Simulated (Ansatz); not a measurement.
# C2H2ClGa (SMILES C#[C][GaH][Cl]): PBE0/cc-pVDZ

What is the vertical singlet–triplet gap of C2H2ClGa at PBE0/cc-pVDZ? 

Program for the calculation: Ansatz 0.2.0.

56 further runs of the same task are left out: 56 set aside as unsound or not needed. Runs told in other sessions of the task aren't counted.

## Step 1: The system as given

The species is C2H2ClGa (6 atoms), meant as a singlet with charge 0. SMILES: `C#[C][GaH][Cl]`. Geometry: relaxed at PBE0-D4/def2-TZVP.

Bond lengths: C1–C2 1.208 Å, C2–Ga3 1.900 Å, Ga3–Cl4 2.140 Å, C1–H5 1.067 Å, Ga3–H6 1.547 Å. Angles: C1–C2–Ga3 179.1°, C2–Ga3–Cl4 115.4°, C2–C1–H5 179.8°, C2–Ga3–H6 126.7°, Cl4–Ga3–H6 117.8°.

## Step 2: The energy at PBE0/cc-pVDZ

molecule.yaml

```yaml
crystal:
  periodic: [false, false, false]
  atoms:
    - symbol: C
      position_ang: [0.577800, 1.057900, -1.454500]
    - symbol: C
      position_ang: [0.247000, 0.412500, -0.488700]
    - symbol: Ga
      position_ang: [-0.252900, -0.587200, 1.048000]
    - symbol: Cl
      position_ang: [-1.745400, -2.085600, 0.724100]
    - symbol: H
      position_ang: [0.867100, 1.625700, -2.309900]
    - symbol: H
      position_ang: [0.306500, -0.423300, 2.481100]
basis:
  gaussian:
    orbitals: cc-pVDZ
hamiltonian:
  xc: pbe0
accuracy: high
output: {orbitals: {seedname: orbitals}}
```

Run with:

```bash
$ ansatz run molecule.yaml --threads 1 --pin off --max-ram 2610MiB --events-out events.jsonl --progress --plain --runs-dir runs
```

What it wrote:

```text
Warning: RAYON_NUM_THREADS=1 ignored (pool sized by the plan → 1); use --threads N
Functional definition: PBE0
  name "PBE0"
  parameter a = 0.25
  parameter kappa = 0.804
  parameter beta = 0.06672455060314922
  exchange = (1 - a)*pbe_x(kappa = kappa, mu = beta*pi^2/3) + a*exact_x
  correlation = pbe_c(beta = beta)
1779 factors; integrals over basis functions are off by at most 4.4e-9 eV
mean field evaluation 1: about -66988.1765 eV, gradient 3.8e1 eV
mean field evaluation 2: about -66986.0106 eV, gradient 4.6e1 eV
mean field evaluation 4: about -66992.1653 eV, gradient 5.8e0 eV
mean field evaluation 8: about -66992.3636 eV, gradient 4.0e-1 eV
mean field evaluation 16: about -66992.3641 eV, gradient 2.0e-5 eV
mean field -66992.36409053 eV, -2461.9239712717 hartree, gradient 1.5e-8 eV, S^2 0.000000; 0 other end points of the search recorded, 0 dependent functions left out
reference -66992.36409317 eV, -2461.9239713686 hartree; 31, 31 occupied and 52, 52 virtual orbitals, 1779 factors
Total energy: -66992.36409317 eV, -2461.9239713686 hartree
```

Run time: 2.9 s. Hardware: 1 thread of AMD EPYC 9R45 (Zen 5), shared host; peak memory 0.3 GiB.

## Step 3: The triplet, same level

job.yaml

```yaml
crystal:
  periodic: [false, false, false]
  atoms:
    - {symbol: C, position_ang: [0.577800, 1.057900, -1.454500]}
    - {symbol: C, position_ang: [0.247000, 0.412500, -0.488700]}
    - {symbol: Ga, position_ang: [-0.252900, -0.587200, 1.048000]}
    - {symbol: Cl, position_ang: [-1.745400, -2.085600, 0.724100]}
    - {symbol: H, position_ang: [0.867100, 1.625700, -2.309900]}
    - {symbol: H, position_ang: [0.306500, -0.423300, 2.481100]}
basis:
  gaussian: {orbitals: cc-pVDZ}
magnetization: {spin_polarized: true, initial_magnetization: 2}
hamiltonian: {xc: pbe0}
accuracy: high
output: {orbitals: {seedname: orbitals}}
```

Run with:

```bash
$ ansatz run job.yaml --threads 1 --pin off --max-ram 2610MiB --events-out events.jsonl --progress --plain --runs-dir runs
```

What it wrote, shortened:

```text
Warning: RAYON_NUM_THREADS=1 ignored (pool sized by the plan → 1); use --threads N
[... 7 set-up lines as earlier in the session ...]
1779 factors; integrals over basis functions are off by at most 4.4e-9 eV
mean field evaluation 1: about -66975.6832 eV, gradient 3.9e1 eV
mean field evaluation 2: about -66885.8541 eV, gradient 1.0e2 eV
mean field evaluation 4: about -66986.9402 eV, gradient 9.6e0 eV
mean field evaluation 8: about -66987.8091 eV, gradient 8.1e-1 eV
mean field evaluation 16: about -66987.8154 eV, gradient 1.7e-3 eV
mean field evaluation 32: about -66987.8154 eV, gradient 1.3e-5 eV
mean field -66987.81537007 eV, -2461.7568088780 hartree, gradient 8.6e-8 eV, S^2 2.006038; 4 other end points of the search recorded, 0 dependent functions left out
reference -66987.81537285 eV, -2461.7568089801 hartree; 32, 30 occupied and 51, 53 virtual orbitals, 1779 factors
Total energy: -66987.81537285 eV, -2461.7568089801 hartree
```

Wall time 10 s (1 thread of AMD EPYC 9R45 (Zen 5), shared host); peak memory 0.48 GiB.

## Step 4: Summary of results

Level: PBE0/cc-pVDZ.

| quantity | value |
| --- | --- |
| singlet: total energy | -2461.92397 Eh |
| singlet: HOMO energy | -8.38 eV |
| singlet: LUMO energy | -1.93 eV |
| singlet: HOMO–LUMO gap | 6.46 eV |
| triplet: total energy | -2461.75681 Eh |
| triplet: HOMO energy (highest over α and β) | -4.38 eV |
| triplet: ⟨S²⟩ | 2.006 |
| vertical energy of the triplet above the singlet | 4.549 eV |

At this shape the triplet lies 4.55 eV (439 kJ/mol) above the singlet.
